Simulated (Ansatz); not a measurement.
Geometry optimisation, DFT PBE, scalar-relativistic, plane waves, PAW (Ansatz).

input.yaml

```yaml
crystal:
  lattice:
    - [10.86, 0.0, 0.0]
    - [0.0, 10.86, 0.0]
    - [0.0, 0.0, 10.86]
  atoms:
    - { symbol: Si, position: [0.5066714, 0.0038087, -0.0046642] }
    - { symbol: Si, position: [0.6281235, 0.126107, 0.1219997] }
    - { symbol: Si, position: [0.7447031, 0.2509821, 0.0048129] }
    - { symbol: Si, position: [0.8782678, 0.3792305, 0.1284147] }
    - { symbol: Si, position: [0.7448377, -0.0016319, 0.2455248] }
    - { symbol: Si, position: [0.876804, 0.1254421, 0.3795673] }
    - { symbol: Si, position: [-0.0005679, 0.0032905, 0.0002683] }
    - { symbol: Si, position: [0.1288488, 0.127901, 0.1234046] }
    - { symbol: Si, position: [0.2432734, 0.2512852, 0.0009562] }
    - { symbol: Si, position: [0.3768648, 0.3753394, 0.1233604] }
    - { symbol: Si, position: [0.5026777, 0.4975129, -0.0050498] }
    - { symbol: Si, position: [0.6248619, 0.6264383, 0.1198667] }
    - { symbol: Si, position: [0.7487287, 0.747855, 0.0023924] }
    - { symbol: Si, position: [0.8742921, 0.8783142, 0.1259738] }
    - { symbol: Si, position: [0.2514754, -0.0021594, 0.2494989] }
    - { symbol: Si, position: [0.3768502, 0.1253099, 0.3778122] }
    - { symbol: Si, position: [0.4961181, 0.249757, 0.2545138] }
    - { symbol: Si, position: [0.6286117, 0.3721088, 0.3760197] }
    - { symbol: Si, position: [0.7486737, 0.5023824, 0.245169] }
    - { symbol: Si, position: [0.8776052, 0.6232535, 0.3739333] }
    - { symbol: Si, position: [0.4980909, 0.0022695, 0.4992962] }
    - { symbol: Si, position: [0.6244455, 0.1230713, 0.6253201] }
    - { symbol: Si, position: [0.7530536, 0.2504685, 0.4987114] }
    - { symbol: Si, position: [0.8802816, 0.3750536, 0.6216248] }
    - { symbol: Si, position: [0.7514269, -0.0034034, 0.7495899] }
    - { symbol: Si, position: [0.8787879, 0.1244374, 0.877766] }
    - { symbol: Si, position: [-0.0021879, 0.4982812, 0.0013861] }
    - { symbol: Si, position: [0.1284038, 0.623294, 0.1241284] }
    - { symbol: Si, position: [0.2513806, 0.7479361, -0.0061305] }
    - { symbol: Sb, position: [0.3727959, 0.8725492, 0.1188333], spin: 1.0 }
    - { symbol: Si, position: [-0.0027632, 0.2517148, 0.2429367] }
    - { symbol: Si, position: [0.1267494, 0.3704744, 0.373363] }
    - { symbol: Si, position: [0.2527967, 0.5025601, 0.2532624] }
    - { symbol: Si, position: [0.3767687, 0.6218365, 0.3763119] }
    - { symbol: Si, position: [0.6246267, 0.874666, 0.3733056] }
    - { symbol: Si, position: [-0.0043323, -0.0002934, 0.5003586] }
    - { symbol: Si, position: [0.1256316, 0.1245482, 0.6281272] }
    - { symbol: Si, position: [0.2546695, 0.2466538, 0.49786] }
    - { symbol: Si, position: [0.3760543, 0.3785274, 0.6238423] }
    - { symbol: Si, position: [0.502811, 0.5019495, 0.5012563] }
    - { symbol: Si, position: [0.6232247, 0.6211454, 0.6233764] }
    - { symbol: Si, position: [0.7482984, 0.7479864, 0.5037452] }
    - { symbol: Si, position: [0.8759886, 0.8741001, 0.6237532] }
    - { symbol: Si, position: [0.2485323, -0.0018625, 0.7549279] }
    - { symbol: Si, position: [0.3710877, 0.1237011, 0.874791] }
    - { symbol: Si, position: [0.4963824, 0.2502539, 0.7522422] }
    - { symbol: Si, position: [0.6270328, 0.3737188, 0.8767727] }
    - { symbol: Si, position: [0.7529617, 0.5005134, 0.7488424] }
    - { symbol: Si, position: [0.8746135, 0.6210472, 0.8760967] }
    - { symbol: Si, position: [0.0059653, 0.7560428, 0.2541757] }
    - { symbol: Si, position: [0.1212962, 0.8775029, 0.3760506] }
    - { symbol: Si, position: [0.0039417, 0.4986637, 0.5014615] }
    - { symbol: Si, position: [0.1257411, 0.6290722, 0.6271376] }
    - { symbol: Si, position: [0.2500891, 0.7536131, 0.4983916] }
    - { symbol: Si, position: [0.373007, 0.8790015, 0.6242124] }
    - { symbol: Si, position: [-0.0011617, 0.2526711, 0.7502725] }
    - { symbol: Si, position: [0.1247669, 0.3708547, 0.8715292] }
    - { symbol: Si, position: [0.2499363, 0.501135, 0.748934] }
    - { symbol: Si, position: [0.3731147, 0.6248245, 0.8709442] }
    - { symbol: Si, position: [0.4967693, 0.747026, 0.7507259] }
    - { symbol: Si, position: [0.6290481, 0.87158, 0.8778639] }
    - { symbol: Si, position: [-0.006276, 0.7513646, 0.7519021] }
    - { symbol: Si, position: [0.1258162, 0.8723239, 0.8773699] }
magnetization:
  spin_polarized: true
total_charge: -2
basis:
  ecutwfc: 420.0
kpoints:
  mp_grid: { grid: [1, 1, 1] }
hamiltonian:
  xc: pbe
  pseudopotentials: { kind: paw, azcp: { folder: soft_1 } }
scf:
  occupations: { method: fermi_dirac, width: 0.05 }
  lower_state_search: "off"
relax:
  f_tol: 0.03
  max_steps: 60
  adjacent_minimum: "off"
```

Command:

```bash
$ ansatz run input.yaml --threads 4 --pin off --max-ram 10240MiB --backend cpu --events-out ev --progress --plain --runs-dir out
```

Question: Where does it end, and by what steps?

Answer: It converged. The force dipped under the threshold on the way, but the program's further checks kept it going. Limits of this set-up: coarse k mesh, charged cell in a uniform background, uncorrected. After 19 steps the energy has fallen by 2.135 eV; Sb30 moved furthest, 1.34 Å. Parted: Si1–Sb30 (2.44 → 3.14 Å), Si15–Sb30 (2.37 → 3.14 Å). Joined: Si12–Sb30 (3.83 → 2.73 Å), Sb30–Si34 (3.90 → 2.73 Å), Sb30–Si35 (3.89 → 2.98 Å).

```csv
step,energy less start (eV),largest force component (eV/Å),accepted
0,0.0000,2.497,yes
1,-1.6422,0.938,yes
2,-1.9784,0.280,yes
3,-2.0123,0.211,yes
4,-2.0615,0.095,yes
5,-2.0725,0.035,yes
6,-2.0829,0.050,yes
7,-2.0963,0.086,yes
8,-2.1055,0.055,yes
9,-2.1115,0.035,yes
10,-2.1144,0.024,yes
11,-2.1178,0.077,yes
12,-2.1217,0.062,yes
13,-2.1093,0.125,no
14,-2.1257,0.043,yes
15,-2.1288,0.048,yes
16,-2.1308,0.054,yes
17,-2.1324,0.028,yes
18,-2.1336,0.036,yes
19,-2.1348,0.028,yes
```

```xyz
63
Lattice="10.8600 0.0000 0.0000 0.0000 10.8600 0.0000 0.0000 0.0000 10.8600" Properties=species:S:1:pos:R:3
Si 5.457 0.035 -0.049
Si 6.772 1.354 1.344
Si 8.185 2.693 0.030
Si 9.456 4.154 1.353
Si 8.122 -0.001 2.722
Si 9.479 1.392 4.028
Si 0.027 -0.012 -0.002
Si 1.331 1.376 1.372
Si 2.721 2.690 0.002
Si 4.060 4.069 1.341
Si 5.416 5.396 -0.061
Si 6.665 6.865 1.242
Si 8.144 8.156 -0.024
Si 9.486 9.512 1.346
Si 2.675 0.029 2.743
Si 4.063 1.356 4.054
Si 5.417 2.716 2.697
Si 6.770 4.094 4.049
Si 8.031 5.537 2.681
Si 9.465 6.815 4.044
Si 5.441 0.000 5.404
Si 6.750 1.391 6.761
Si 8.137 2.739 5.417
Si 9.494 4.092 6.775
Si 8.112 0.032 8.129
Si 9.516 1.344 9.492
Si -0.041 5.445 -0.064
Si 1.313 6.751 1.346
Si 2.875 8.013 0.157
Sb 4.788 8.670 2.067
Si -0.035 2.778 2.703
Si 1.366 4.027 4.115
Si 2.657 5.395 2.696
Si 3.957 6.869 3.941
Si 6.814 9.496 4.096
Si -0.014 0.034 5.392
Si 1.352 1.344 6.797
Si 2.749 2.695 5.466
Si 4.074 4.158 6.732
Si 5.402 5.542 5.306
Si 6.764 6.815 6.746
Si 8.188 8.178 5.469
Si 9.547 9.548 6.827
Si 2.718 -0.013 8.167
Si 4.091 1.383 9.465
Si 5.425 2.782 8.101
Si 6.834 4.028 9.508
Si 8.114 5.448 8.116
Si 9.496 6.819 9.450
Si -0.016 8.148 2.690
Si 1.341 9.496 4.063
Si -0.026 5.448 5.395
Si 1.310 6.815 6.779
Si 2.694 8.155 5.426
Si 4.065 9.511 6.767
Si -0.010 2.722 8.130
Si 1.360 4.049 9.501
Si 2.658 5.444 8.101
Si 4.065 6.752 9.455
Si 5.409 8.148 8.125
Si 6.781 9.497 9.483
Si 0.069 8.207 8.209
Si 1.511 9.460 9.651
```

Whether the end is a true minimum wasn't checked by a vibrational analysis.

Run time: 4.7 min on 4 threads of Arm Neoverse V1, on a shared host, peak memory 1.7 GiB.
